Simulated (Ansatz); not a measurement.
# Cl4FHSn: the cost of one run

Computed with Ansatz 0.2.0, Gaussian basis. Level: PBE0-D4, def2-SVP first, then def2-TZVP.

143 further runs of the same task are left out: 143 set aside as unsound or not needed.

### Step 1. Where the work starts

The guess: 7 atoms, charge 0, spin multiplicity 1.

Atoms are counted from 1 here; the program's logs count them from 0.

Bond lengths: Sn1–Cl2 2.641 Å, Sn1–Cl3 2.350 Å, Sn1–Cl4 2.323 Å, Sn1–Cl5 2.323 Å, Cl2–H6 1.436 Å. Angles: Cl2–Sn1–Cl3 92.5°, Cl2–Sn1–Cl4 115.5°, Cl2–Sn1–Cl5 117.0°, Cl3–Sn1–Cl4 105.8°, Cl3–Sn1–Cl5 105.5°, Cl4–Sn1–Cl5 116.1°, Sn1–Cl2–H6 71.5°.

Geometry (Å):

```
atom    x (Å)    y (Å)    z (Å)
 Sn1  -0.5896  -0.1820  -0.2205
 Cl2   1.9733  -0.7873  -0.0267
 Cl3  -1.0667  -2.1379  -1.4326
 Cl4  -1.8091  -0.3471   1.7502
 Cl5  -1.1562   1.5766  -1.6291
  H6   1.7546   0.4779   0.6157
  F7   0.8936   1.3997   0.9430
```

Distances that are to change: Sn1–F7 2.46 Å, Cl2–H6 1.44 Å, Sn1–Cl2 2.64 Å, H6–F7 1.30 Å.

### Step 2. Relaxing the guess with the reacting distances held

hold/in.yaml

```yaml
crystal:
  periodic: [false, false, false]
  atoms:
    - {symbol: Sn, position_ang: [-0.589600, -0.182000, -0.220500]}
    - {symbol: Cl, position_ang: [1.973300, -0.787300, -0.026700]}
    - {symbol: Cl, position_ang: [-1.066700, -2.137900, -1.432600]}
    - {symbol: Cl, position_ang: [-1.809100, -0.347100, 1.750200]}
    - {symbol: Cl, position_ang: [-1.156200, 1.576600, -1.629100]}
    - {symbol: H, position_ang: [1.754600, 0.477900, 0.615700]}
    - {symbol: F, position_ang: [0.893600, 1.399700, 0.943000]}
basis:
  gaussian: {orbitals: def2-SVP}
hamiltonian: {xc: pbe0, dispersion: d4}
relax: {f_tol: 0.04, max_steps: 150, escape_saddle: false, constraints: [{distance: [0, 6]}, {distance: [1, 5]}, {distance: [0, 1]}, {distance: [5, 6]}]}
```

On the command line:

```sh
ansatz run in.yaml --threads 8 --pin off --events-out ev --progress --plain --max-ram 19148MiB
```

**Question.** How long does this run take on 8 threads of Intel Xeon at 2.50GHz, shared host?

About 19 s.
